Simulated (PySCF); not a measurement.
Runs of PySCF 2.14.0 on OSiSH2. The cell holds a molecule in a box, 5 atoms: a = 12.000 Å, b = 12.000 Å, c = 10.000 Å, α = 90.00°, β = 90.00°, γ = 90.00°. 

```tsv
task	level	frozen core bands	conv_tol	exxdiv	three-centre integrals	grid for exchange and correlation	gap on the mesh (eV)
CCSD(T) correlation energy	HF	11	1e-08 Ha	ewald	read from an earlier run's file	-	11.13
atomic charges	r2SCAN50	-	1e-07 Ha	ewald	read from an earlier run's file	Becke, atom-centred	7.42
atomic charges	PBE	-	1e-07 Ha	-	-	Becke, atom-centred	3.59
atomic charges	PBE50	-	1e-07 Ha	ewald	read from an earlier run's file	Becke, atom-centred	(a)
```

Alike in all rows: potentials or basis cc-pvdz (all-electron); no spin polarisation; cell as given; k mesh 1 × 1 × 1; smearing fixed.

Task: Fill in the values left out.

Result: (a) 7.38.

Caveats: this is a molecule in a periodic box at the Γ point, so its band gap is the HOMO-LUMO gap; the basis of atomic orbitals isn't converged, which shifts pressures, moduli and gaps; the basis is small and the box finite, so much correlation energy is missing and levels can be off by tenths of an eV (some runs).

